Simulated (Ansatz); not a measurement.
**ZrCl+ (triplet): the correlation ladder, def2-TZVPP**

An exercise on one series of results from a longer session: the logs are not shown, and one member is left open.

Method: def2-TZVPP, core rule «outside noble gas», up to 9 orbitals frozen; program: Ansatz 0.2.0, Gaussian basis.

To be run: UHF; ROHF; CCSD(T) on UHF.

2 further runs of the same task are left out: 2 set aside as unsound or not needed.

## The system

The geometry is a PBE0/def2-TZVP stationary point (not a proven minimum) of the parent state, kept for this charge and spin. No spin-orbit coupling is included. Elements past krypton take def2 core potentials.

2 atoms, charge 1, spin multiplicity 3.

Atoms are counted from 1 here; the program's logs count them from 0.

Bond lengths: Zr1–Cl2 2.304 Å.

Set-up of the first run:

Contents of in.yaml:

```yaml
crystal:
  periodic: [false, false, false]
  atoms:
    - {symbol: Zr, position_ang: [0.000000, 0.000000, 0.000000]}
    - {symbol: Cl, position_ang: [0.000000, 0.000000, 2.304496]}
basis:
  gaussian: {orbitals: def2-TZVPP}
total_charge: 1
magnetization: {spin_polarized: true, initial_magnetization: 2}
hamiltonian: {xc: hf}
output: {orbitals: {seedname: orbitals}}
```

Command:

```bash
> ansatz run in.yaml --threads 1 --pin off --events-out ev --progress --plain --max-ram 4096MiB --backend cpu
```

Steps of the session up to this table: UHF; ROHF; CCSD(T) on UHF.

One table of the session follows, with a row left open; its other results are not shown here.

It belongs to the step «Misses and costs». 

| method | from UCCSD(T) (kcal/mol) |
| --- | --- |
| ROHF | +164.61 |
| UHF | ? |
| UMP2 | +19.14 |
| UCCSD | +7.94 |
| UCCSD(T) | 0 |

Q: Estimate the row for UHF from the others.

**Answer.** from UCCSD(T) (kcal/mol): +161.61. In the column «from UCCSD(T) (kcal/mol)» it lies between UMP2 (+19.14) and ROHF (+164.61).
